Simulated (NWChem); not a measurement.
**One shape, several levels: CBr2Cl2 (dibromodichloromethane)**

Wanted: a comparison of 4 runs (HF/STO-3G, HF/3-21G, B3LYP/6-31G*) of CBr2Cl2 (dibromodichloromethane). 

The results are computed with NWChem 7.3.0.

1 further run of the same task is left out (it didn't finish).

## Step 1: The system as given

CBr2Cl2 has 5 atoms, charge 0, and is taken as a singlet. As SMILES, `ClC(Cl)(Br)Br`. Geometry: relaxed at PBE0-D4/def2-TZVP.

Bond lengths: Cl1–C2 1.755 Å, C2–Cl3 1.755 Å, C2–Br4 1.940 Å, C2–Br5 1.940 Å. Angles: Cl1–C2–Cl3 109.9°, Cl1–C2–Br4 109.5°, Cl1–C2–Br5 109.5°, Cl3–C2–Br4 109.5°, Cl3–C2–Br5 109.5°, Br4–C2–Br5 109.1°.

## Step 2: Energy and forces at HF/STO-3G (run 1)

Contents of cbr2cl2.nw:

```
echo
start cbr2cl2
memory 2200 mb
charge 0
geometry noautosym nocenter noautoz
  Cl    0.575900   -0.931900    1.411700
  C    -0.009600   -0.014800    0.034300
  Cl   -1.436900    0.900100    0.488900
  Br   -0.454900   -1.231600   -1.410000
  Br    1.375400    1.204500   -0.566200
end
basis "ao basis" spherical bse
  * library STO-3G
end
scf
  thresh 1e-08
  maxiter 80
  print low
end
task scf gradient
```

The run is started by

```console
$ nwchem cbr2cl2.nw > cbr2cl2.out
```

The program printed:

```text
[...]
  functions       =    59
[...]
  wavefunction    = RHF
[...]
         Total SCF energy =  -6035.863947039415
      One-electron energy = -10129.907337882692
      Two-electron energy =   3242.597781811504
 Nuclear repulsion energy =    851.445609031774
        Time for solution =     10.0s
[...]
                         RHF ENERGY GRADIENTS
    atom               coordinates                        gradient
                 x          y          z           x          y          z
   1 Cl      1.088293  -1.761036   2.667726   -0.015458   0.026063  -0.041741
   2 C      -0.018141  -0.027968   0.064818   -0.026064  -0.000084   0.056589
   3 Cl     -2.715347   1.700942   0.923887    0.041795  -0.026028  -0.015525
   4 Br     -0.859636  -2.327387  -2.664514    0.002115   0.003030   0.001405
   5 Br      2.599129   2.276175  -1.069963   -0.002387  -0.002981  -0.000727
 Task  times  cpu:       12.6s     wall:       12.6s
 Total times  cpu:       12.6s     wall:       12.6s
```

Wall time 13 s (1 thread of Intel Xeon Platinum 8259CL at 2.50GHz (Skylake/Cascade Lake), shared host); peak memory 0.1 GiB.

## Step 3: Energy and gradient at HF/3-21G (run 2)

Contents of run.py:

```python
from ase import Atoms
from ase.calculators.nwchem import NWChem

system = Atoms(['Cl', 'C', 'Cl', 'Br', 'Br'], positions=[
    [0.575900, -0.931900, 1.411700],
    [-0.009600, -0.014800, 0.034300],
    [-1.436900, 0.900100, 0.488900],
    [-0.454900, -1.231600, -1.410000],
    [1.375400, 1.204500, -0.566200],
])

calc = NWChem(
    label='m1',
    theory='scf',
    memory='2200 mb',
    basis='3-21G',
    basispar='spherical bse',
    scf={'nopen': '0', 'rhf': None, 'thresh': '1e-08', 'maxiter': '80'},
)
system.calc = calc

forces = system.get_forces()
print("Total energy (eV):", round(system.get_potential_energy(), 6))
print("forces (eV/A):")
for s, f in zip(system.symbols, forces):
    print(f"{s:2s} {f[0]:10.5f} {f[1]:10.5f} {f[2]:10.5f}")
print("dipole (e A):", system.get_dipole_moment().round(4))
```

The run is started by

```console
$ export ASE_NWCHEM_COMMAND="nwchem PREFIX.nwi > PREFIX.nwo"
$ python run.py
```

The program printed:

```text
Total energy (eV): -165235.141407
forces (eV/A):
Cl    0.70736   -1.17397    1.85659
C     0.77092    0.00278   -1.67286
Cl   -1.87145    1.17237    0.67553
Br   -0.25690   -0.60462   -0.64000
Br    0.65013    0.60344   -0.21926
dipole (e A): [ 0.0716  0.0002 -0.156 ]
```

The calculator wrote m1.nwi:

```
title "m1"

permanent_dir m1

scratch_dir m1

start m1

geometry units angstrom nocenter noautosym noautoz
  Cl 5.7589999999999997e-01 -9.3189999999999995e-01 1.4117000000000000e+00
  C  -9.5999999999999992e-03 -1.4800000000000001e-02 3.4299999999999997e-02
  Cl -1.4369000000000001e+00 9.0010000000000001e-01 4.8890000000000000e-01
  Br -4.5490000000000003e-01 -1.2316000000000000e+00 -1.4099999999999999e+00
  Br 1.3754000000000000e+00 1.2044999999999999e+00 -5.6620000000000004e-01
end

memory 2200 mb

basis spherical bse noprint
   * library 3-21G
end

scf
  nopen 0
  rhf
  thresh 1e-08
  maxiter 80
end

task scf gradient
```

m1.nwo:

```text
Northwest Computational Chemistry Package (NWChem) 7.3.0
             --------------------------------------------------------

           Job information
           ---------------

    nwchem branch   = 7.3.0
    use scalapack   = T
    input           = m1.nwi
    prefix          = m1.
    data base       = m1/m1.db
    status          = startup
    nproc           =        1

           Memory information
           ------------------

    heap     =     72089600 doubles =      550.0 Mbytes
    stack    =     72089597 doubles =      550.0 Mbytes
    global   =    144179200 doubles =     1100.0 Mbytes (distinct from heap & stack)
    total    =    288358397 doubles =     2200.0 Mbytes
    verify   = yes
    hardfail = no

[... 127 lines left out ...]
 Convergence threshold     :          1.000E-08
[... 13 lines left out ...]
       Final RHF  results
[... 3 lines left out ...]
      One-electron energy = -10154.509333643018
[... 1 line left out ...]
 Nuclear repulsion energy =    851.445609031773
[... 73 lines left out ...]
                       ROHF Final Molecular Orbital Analysis
[... 241 lines left out ...]
    atom               coordinates                        gradient
                 x          y          z           x          y          z
   1 Cl      1.088293  -1.761036   2.667726   -0.013756   0.022830  -0.036105
   2 C      -0.018141  -0.027968   0.064818   -0.014992  -0.000054   0.032532
   3 Cl     -2.715347   1.700942   0.923887    0.036394  -0.022799  -0.013137
   4 Br     -0.859636  -2.327387  -2.664514    0.004996   0.011758   0.012446
   5 Br      2.599129   2.276175  -1.069963   -0.012643  -0.011735   0.004264

                 ----------------------------------------
                 |  Time  |  1-e(secs)   |  2-e(secs)   |
                 ----------------------------------------
                 |  CPU   |       0.01   |       2.51   |
                 ----------------------------------------
                 |  WALL  |       0.01   |       2.51   |
                 ----------------------------------------

 Task  times  cpu:       14.4s     wall:       14.4s
 Total times  cpu:       14.5s     wall:       14.5s
```

Run time: 16 s. Hardware: 1 thread of Intel Xeon Platinum 8259CL at 2.50GHz (Skylake/Cascade Lake), shared host; peak memory 0.1 GiB.

Run 3 isn't shown in full; the table further down has it.

## Step 4: Energy and forces at B3LYP/6-31G(d) (Cartesian functions) (run 4)

Contents of a.nw:

```
start a
title "CBr2Cl2"
memory stack 880 mb heap 220 mb global 1100 mb
geometry units atomic noautosym nocenter noautoz
  Cl  1.08829328 -1.76103578  2.66772637
  C  -0.01814137 -0.02796795  0.06481761
  Cl -2.71534747  1.70094248  0.92388710
  Br -0.85963641 -2.32738670 -2.66451384
  Br  2.59912931  2.27617512 -1.06996293
end
basis "ao basis" cartesian
  * library 6-31G*
end
dft
  xc b3lyp
  grid fine
  convergence energy 1e-08
  maxiter 100
  mulliken
  noprint "final vectors analysis"
end
task dft gradient
```

The run is started by

```console
$ nwchem a.nw > a.out
```

The program printed:

```text
[...]
          Wavefunction type:  closed shell.
          No. of atoms     :     5
          No. of electrons :   110
[...]
          Charge           :     0
          Spin multiplicity:     1
[...]
          AO basis - number of functions:   123
[...]
              XC Information
              --------------
                         B3LYP Method XC Potential
                     Hartree-Fock (Exact) Exchange  0.200
                        Slater Exchange Functional  0.800 local
                    Becke 1988 Exchange Functional  0.720 non-local
              Lee-Yang-Parr Correlation Functional  0.810
                  VWN I RPA Correlation Functional  0.190 local
[...]
 d= 0,ls=0.0,diis     1  -6105.9523004555 -6.96D+03  2.21D-02  4.53D+00     9.0
[...]
 d= 0,ls=0.0,diis    10  -6106.2219886295 -8.14D-09  2.13D-07  8.35D-10    63.2
         Total DFT energy =    -6106.221988629548
      One electron energy =   -10183.082764358624
           Coulomb energy =     3469.932623266640
    Exchange-Corr. energy =     -244.517394796516
 Nuclear repulsion energy =      851.445547258951
[...]
      Total Density - Mulliken Population Analysis
     ---------------------------------------------
    Atom       Charge   Shell Charges
 -----------   ------   -------------------------------------------------------
    1 Cl  17    16.90   2.00  1.99  5.97  1.48  3.59  0.51  1.37 -0.01
    2 C    6     6.31   1.99  0.71  1.83  0.73  0.99  0.06
    3 Cl  17    16.90   2.00  1.99  5.97  1.48  3.59  0.51  1.37 -0.01
    4 Br  35    34.94   2.00  1.99  6.00  1.93  5.99  1.64  3.77  0.34  1.19  7.02  2.95  0.13
    5 Br  35    34.94   2.00  1.99  6.00  1.93  5.99  1.64  3.77  0.34  1.19  7.02  2.95  0.13
[...]
  wavefunction    = closed shell
                         DFT ENERGY GRADIENTS
    atom               coordinates                        gradient
                 x          y          z           x          y          z
   1 Cl      1.088293  -1.761036   2.667726   -0.005454   0.008439  -0.012561
   2 C      -0.018141  -0.027968   0.064818   -0.000543  -0.000010   0.001120
   3 Cl     -2.715347   1.700942   0.923887    0.013103  -0.008439  -0.004070
   4 Br     -0.859636  -2.327387  -2.664514    0.003307   0.009142   0.010936
   5 Br      2.599129   2.276175  -1.069963   -0.010414  -0.009131   0.004575
[...]
```

It took 85 s on 1 thread of Intel Xeon Platinum 8259CL at 2.50GHz (Skylake/Cascade Lake), shared host; peak memory 0.13 GiB.

## Step 5: All runs side by side

```
run                               level  iteration cap  module   energy (Eh)  largest force (eV/Å)  wall time
  1                           HF/STO-3G             80     scf  -6035.863947                 3.204       13 s
  2                            HF/3-21G             80     scf  -6072.279496                 2.309       16 s
  3  B3LYP/6-31G* (spherical functions)            100     dft  -6106.197579                 0.806       71 s
  4  B3LYP/6-31G* (Cartesian functions)            100     dft  -6106.221989                 0.828       85 s
```

## Step 6: Results

| quantity | value |
| --- | --- |
| run 4: total energy | -6106.22199 Eh |
| run 4: dipole moment | 0.04 D |
| run 4: largest force on an atom | 0.828 eV/Å |

What this shows: Over runs 2, 3, 4 the dipole moment (its size) runs from 0.04 D (B3LYP/6-31G*) to 0.82 D (HF/3-21G). The two ends differ in method and basis. In run 1 the basis is minimal, so the values are rough. All runs together took 3.1 min, the longest 85 s.
